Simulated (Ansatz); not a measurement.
PtSe:

```
CELL_PARAMETERS angstrom
3.70187 0.00000 0.00000
-1.85094 3.20591 0.00000
0.00000 0.00000 3.61284
ATOMIC_POSITIONS crystal
Pt 0.00000 0.00000 0.00000
Se 0.66667 0.33333 0.50000
```

The cell comes from a database or a generator and needn't be the stable form of this composition.

```yaml
Program: Ansatz 0.2.0
Task: relaxation of cell and atoms
Functional: HSE06
Potentials_or_basis: Ansatz PAW
Cutoff: "420 eV (not typed: the program's choice for these potentials)"
k_mesh: 4 × 4 × 4
Occupations: fermi-dirac, width 0.05 eV
Spin: no spin polarisation
```

At the start: volume 21.44 Å³/atom.

Question: How do energy, volume and symmetry change on relaxing?

Answer: It ends after 8 steps and the volume is 18.62 Å³/atom (-13.2 %); space group P-6m2 (No. 187, to 0.05 Å).

The path:
```csv
step,energy change (eV),largest force (eV/Å),volume (Å³)
1,0.0000,0.0000,42.88
2,-0.3424,0.0000,38.08
3,-0.3815,0.0000,36.13
4,-0.4084,0.0000,36.22
5,-0.4217,0.0000,37.30
6,-0.4220,0.0000,37.26
7,-0.4220,0.0000,37.23
8,-0.4208,0.0000,37.23
```

Final structure:
```xyz
2
Lattice="3.7306 0.0000 0.0000 -1.8653 3.2308 0.0000 0.0000 0.0000 3.0891" Properties=species:S:1:pos:R:3 pbc="T T T"
Pt    0.0000    0.0000    0.0000
Se    1.8653    1.0769    1.5445
```

Caveat: the k mesh is coarse (spacing up to 0.49 Å⁻¹), so the values aren't converged, least of all with exact exchange; the plane-wave basis is chosen anew once the cell has moved, so the energies of steps on either side of that aren't comparable; the PAW data sets come from PBE, with cores solved anew for the run's functional, which leaves a small shift of forces and pressure.
